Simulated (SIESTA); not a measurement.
Crystal: NaLaMnMoO6.

```
CELL_PARAMETERS angstrom
5.55735 0.00000 0.00053
0.00000 5.59794 0.00000
-0.06290 0.00000 8.02462
ATOMIC_POSITIONS crystal
Na 0.75008 0.51572 0.49924
Na 0.24992 0.01572 0.50076
La 0.25715 0.95896 0.99937
La 0.74285 0.45896 0.00063
Mn 0.24767 0.48762 0.25607
Mn 0.75233 0.98762 0.74393
Mo 0.75559 0.99666 0.27090
Mo 0.24441 0.49666 0.72910
O 0.67335 0.97830 0.49061
O 0.03402 0.81017 0.27726
O 0.93353 0.28910 0.28026
O 0.47817 0.20966 0.19922
O 0.54435 0.73563 0.20079
O 0.82956 0.01818 0.00392
O 0.32665 0.47830 0.50939
O 0.96598 0.31017 0.72274
O 0.06647 0.78910 0.71974
O 0.52183 0.70966 0.80078
O 0.45565 0.23563 0.79921
O 0.17044 0.51818 0.99608
```

The cell was built by a generator and needn't be a form met in nature.

Base run:

| Property | Result |
| --- | --- |
| Program | SIESTA 5.4.2 |
| Functional | PBE |
| Potentials or basis | PseudoDojo 0.4 standard (PBE files) |
| Basis | DZP (energy shift 0.003 Ry; two zetas on semicore shells) |
| Grid cutoff | 800 Ry |
| Energy shift | 0.003 Ry |
| k mesh | 5 × 5 × 4 |
| Occupations | fermi-dirac, width 0.05 eV |
| Spin | collinear spin, ferromagnetic start |
| Starting moments | [0.0, 0.0, 0.0, 0.0, 4.0, 4.0, 1.0, 1.0, 0.0, 0.0, 0.0, 0.0, 0.0, 0.0, 0.0, 0.0, 0.0, 0.0, 0.0, 0.0] μB |
| Hubbard terms | Mn d U = 4 eV, Mo d U = 4 eV |

Its results: band gap on the k mesh 1.03 eV, indirect (least direct gap 1.06 eV); pressure 6.8 GPa; net moment 10.00 μB per cell; site moments Na -0.02; La -0.03; Mn +4.79; Mo +0.35; O -0.04, -0.02, -0.01, +0.02 μB; largest force 0.504 eV/Å.

Task: The run is repeated on the same cell with these changes: hubbard terms from Mn d U = 4 eV, Mo d U = 4 eV to Mn d U = 2 eV, Mo d U = 2 eV. What comes out?

Result: Band gap on the k mesh 0.66 eV, indirect (least direct gap 0.73 eV); pressure 6.0 GPa; net moment 10.00 μB per cell; site moments Na -0.02; La -0.03; Mn +4.66; Mo +0.35; O -0.01, +0.00, +0.01, -0.00, +0.03 μB; largest force 0.400 eV/Å.

Caveats: short orbitals over semicore shells can move pressures by several GPa; spin-orbit coupling is left out, which moves the levels of the heavy elements; an odd mesh through Γ misses points on the zone boundary, where band edges often lie; the basis of atomic orbitals isn't converged, which shifts pressures, moduli and gaps; only a ferromagnetic start was run, and an antiferromagnetic order may lie lower in energy.
